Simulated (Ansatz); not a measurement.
A run of Ansatz 0.2.0 is set up as follows.

input.yaml

```yaml
crystal:
  lattice:
    - [5.29285, -0.00032, -0.02518]
    - [-0.0419, 5.33569, 0.0234]
    - [-0.4762, -0.07999, 7.89609]
  atoms:
    - { symbol: Ta, position: [0.52261, 0.46364, 0.51843] }
    - { symbol: Ta, position: [0.55532, 0.53163, 0.98083] }
    - { symbol: Ta, position: [0.02338, 0.98832, 0.50961] }
    - { symbol: Ta, position: [0.04916, 0.02484, 0.01689] }
    - { symbol: Ni, position: [0.06538, 0.57998, 0.26898], spin: 0.999, spin_axis: [0.577, 0.577, 0.577] }
    - { symbol: O, position: [0.96711, 0.93834, 0.23892] }
    - { symbol: O, position: [0.21005, 0.28324, 0.4299] }
    - { symbol: O, position: [0.27287, 0.71995, 0.06145] }
    - { symbol: O, position: [0.33888, 0.2382, 0.03682] }
    - { symbol: O, position: [0.30665, 0.75341, 0.45874] }
    - { symbol: O, position: [0.50103, 0.44858, 0.74991] }
    - { symbol: O, position: [0.70564, 0.16332, 0.48732] }
    - { symbol: O, position: [0.73302, 0.83358, 0.9406] }
    - { symbol: O, position: [0.85284, 0.36497, 0.07896] }
    - { symbol: O, position: [0.81889, 0.65561, 0.47584] }
    - { symbol: O, position: [0.07718, 0.01239, 0.7468] }
hamiltonian:
  xc: pbe
  pseudopotentials: { kind: paw_fr }
magnetization:
  noncollinear: true
  spin_orbit: true
kpoints:
  mp_grid: { grid: [4, 4, 3] }
  band_path:
    path:
      - [[0.0, 0.5, 0.0], [0.0, 0.0, 0.0], [0.0, 0.0, -0.5]]
      - [[0.0, 0.5, -0.5], [0.0, 0.0, 0.0], [-0.5, 0.0, 0.5]]
      - [[-0.5, 0.5, 0.5], [0.0, 0.0, 0.0], [-0.5, 0.0, 0.0]]
      - [[-0.5, 0.5, 0.0], [0.0, 0.0, 0.0]]
    npoints: 10
scf:
  occupations: { method: fermi_dirac, width: 0.05 }
  n_extra_bands: 40
output:
  forces: true
  stress: true
  eigenvalues: true
  fatbands: true
```

Potentials or basis: Ansatz PAW.

Run with:

```bash
$ ansatz run input.yaml --threads 8 --pin off --max-ram 20480MiB --backend cpu --events-out ev --progress --plain --runs-dir out
```

Problem. What does it give for the absolute moment?

Solution. 2.09 μB per cell.

Problem. What does it give for the pressure?

Solution. -0.2 GPa.

Problem. Predict the largest force.

Solution. 0.032 eV/Å.

Problem. Predict the net moment.

Solution. 1.99 μB per cell.

Moments on the atoms (μB; x, y, z):
```
Ta  0.01 0.01 0.01
Ta  0.01 0.01 0.01
Ta  0.00 0.00 0.00
Ta  0.01 0.01 0.01
Ni  0.87 0.87 0.87
O   0.08 0.08 0.08
O   0.04 0.04 0.04
O   0.05 0.05 0.05
O   0.00 0.00 0.00
O   0.06 0.06 0.06
O   0.00 0.00 0.00
O   0.00 0.00 0.00
O   0.00 0.00 0.00
O   0.04 0.04 0.04
O   0.04 0.04 0.04
O   0.00 0.00 0.00
```

Caveat: the pressure holds a Pulay correction of +0.6 GPa for the finite cutoff; a cell with one magnetic atom can't hold antiferromagnetic order, which such compounds often take; the thresholds are loose for stress.
